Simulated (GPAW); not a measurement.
Ti3S2:

```xyz
5
Lattice="2.7131 1.5664 3.2376 -2.7131 1.5664 3.2376 0.0000 -3.1328 3.2376" Properties=species:S:1:pos:R:3 pbc="T T T"
Ti   -0.9107   -1.5555    3.2376
Ti    1.8024   -0.0109    3.2376
Ti   -0.8918    1.5664    3.2376
S     0.0000    0.0000    1.6302
S     0.0000    0.0000    8.0827
```

The cell comes from a database or a generator and needn't be the stable form of this composition.

Base run:

| Property | Result |
| --- | --- |
| Program | GPAW 26.7.0 |
| Functional | PBEsol |
| Potentials or basis | PAW data sets generated in the run's folder for this functional |
| Cutoff | 600 eV |
| Basis | pw |
| k mesh | 6 × 6 × 6 |
| Occupations | fermi-dirac, width 0.05 eV |
| Spin | no spin polarisation |
| Hubbard terms | Ti d U = 3 eV |

Its results: pressure -1.6 GPa; largest force 0.027 eV/Å.

Q: The run is repeated on the same cell with these changes: hubbard terms from Ti d U = 3 eV to Ti d U = 2 eV. What comes out?

A: Pressure -2.6 GPa; largest force 0.006 eV/Å.

Caveats: U without spin polarisation on a metal has little footing.

Not every run made on this cell is shown here.
